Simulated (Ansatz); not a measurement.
# H₉NOSi₃: up Jacob's ladder to CCSD(T)

One table from this session's results is given with a row withheld; the runs are named, their logs left out.

Method: functionals in def2-TZVPP, the program's frozen cores in correlated methods; program: Ansatz 0.2.0, Gaussian basis.

Plan: PBE-D4, r2SCAN-D4, PBE0-D4, B3LYP-D4, ωB97X-V, ωB97M-V, B2PLYP; CCSD(T)/def2-TZVPP; MP2/def2-QZVPP; extrapolation to the limit.

## The relaxed structure

An earlier PBE0-D4 in a triple-zeta def2 set relaxation fixed the geometry.

14 atoms, charge 0, spin multiplicity 1.

Atoms are counted from 1 here; the program's logs count them from 0.

Bond lengths: N1–Si2 1.708 Å, N1–H6 1.007 Å, N1–H7 1.006 Å, Si2–Si3 2.343 Å, Si2–O4 1.646 Å, Si2–H8 1.484 Å, Si3–H9 1.488 Å, Si3–H10 1.488 Å, Si3–H11 1.492 Å, O4–Si5 1.633 Å, Si5–H12 1.485 Å, Si5–H13 1.485 Å, Si5–H14 1.489 Å. Angles: Si2–N1–H6 122.2°, Si2–N1–H7 122.4°, H6–N1–H7 111.9°, N1–Si2–Si3 107.4°, N1–Si2–O4 115.4°, N1–Si2–H8 106.7°, Si3–Si2–O4 108.3°, Si3–Si2–H8 113.7°, O4–Si2–H8 105.5°, Si2–Si3–H9 111.4°, Si2–Si3–H10 111.2°, Si2–Si3–H11 109.3°, H9–Si3–H10 108.7°, H9–Si3–H11 108.0°, H10–Si3–H11 108.1°, Si2–O4–Si5 144.6°, O4–Si5–H12 109.6°, O4–Si5–H13 109.4° and more.

Geometry (Å):

```
N    -1.8296    0.5372   -0.6383
Si   -0.1298    0.6312   -0.7726
Si    0.6461    1.8910    1.0437
O     0.6588   -0.8138   -0.7756
Si    0.6844   -2.3166   -0.1383
H    -2.4188    0.3141   -1.4233
H    -2.2926    0.3689    0.2390
H     0.1611    1.2448   -2.0922
H     2.1277    1.8182    1.1612
H     0.2466    3.3189    0.9183
H     0.0574    1.3541    2.3050
H     0.5625   -3.3204   -1.2258
H     1.9669   -2.5262    0.5802
H    -0.4407   -2.5013    0.8188
```

Set-up of the first run:

Contents of in.yaml:

```yaml
crystal:
  periodic: [false, false, false]
  atoms:
    - {symbol: N, position_ang: [-1.829623, 0.537246, -0.638285]}
    - {symbol: Si, position_ang: [-0.129809, 0.631214, -0.772570]}
    - {symbol: Si, position_ang: [0.646126, 1.890997, 1.043659]}
    - {symbol: O, position_ang: [0.658761, -0.813806, -0.775583]}
    - {symbol: Si, position_ang: [0.684415, -2.316637, -0.138280]}
    - {symbol: H, position_ang: [-2.418833, 0.314064, -1.423330]}
    - {symbol: H, position_ang: [-2.292551, 0.368909, 0.238972]}
    - {symbol: H, position_ang: [0.161110, 1.244783, -2.092179]}
    - {symbol: H, position_ang: [2.127724, 1.818171, 1.161181]}
    - {symbol: H, position_ang: [0.246577, 3.318892, 0.918253]}
    - {symbol: H, position_ang: [0.057366, 1.354074, 2.304971]}
    - {symbol: H, position_ang: [0.562550, -3.320413, -1.225780]}
    - {symbol: H, position_ang: [1.966932, -2.526209, 0.580175]}
    - {symbol: H, position_ang: [-0.440737, -2.501285, 0.818798]}
basis:
  gaussian: {orbitals: def2-TZVPP}
hamiltonian: {xc: pbe, dispersion: d4}
output: {forces: true, orbitals: {seedname: orbitals}}
```

Started as:

```bash
> ansatz run in.yaml --threads 2 --pin off --events-out ev --progress --plain --max-ram 22528MiB --backend cuda --devices 0, --max-vram 18GiB
```

Among the steps run: PBE-D4 (GGA); r2SCAN-D4 (meta-GGA); PBE0-D4 (hybrid); B3LYP-D4 (hybrid); ωB97X-V (range-separated); ωB97M-V (range-separated); B2PLYP (double hybrid); CCSD(T) in def2-TZVPP; MP2 in def2-QZVPP.

One of the session's tables, all rows but one given; the rest of the session is left out.

```
            method  atomisation energy (kJ/mol)
            PBE-D4                       4597.0
         r2SCAN-D4                       4608.7
           PBE0-D4                       4557.0
          B3LYP-D4                       4628.6
           ωB97X-V                       4663.3
           ωB97M-V                       4635.1
            B2PLYP                       4564.9
     HF/def2-TZVPP                       3413.1
    MP2/def2-TZVPP                       4514.6
   CCSD/def2-TZVPP                       4454.4
CCSD(T)/def2-TZVPP                       4503.0
           MP2/CBS                            ?
       CCSD(T)/CBS                       4640.7
```

Estimate the missing values for MP2/CBS.

The run gave: atomisation energy (kJ/mol): 4652.3. In the column «atomisation energy (kJ/mol)» it lies between CCSD(T)/CBS (4640.7) and ωB97X-V (4663.3).

Limits of these values: Free atoms (1 N, 3 Si, 1 O, 9 H) were run apart at each level; the atomisation energy is their sum less the molecule, without zero-point or spin-orbit terms.
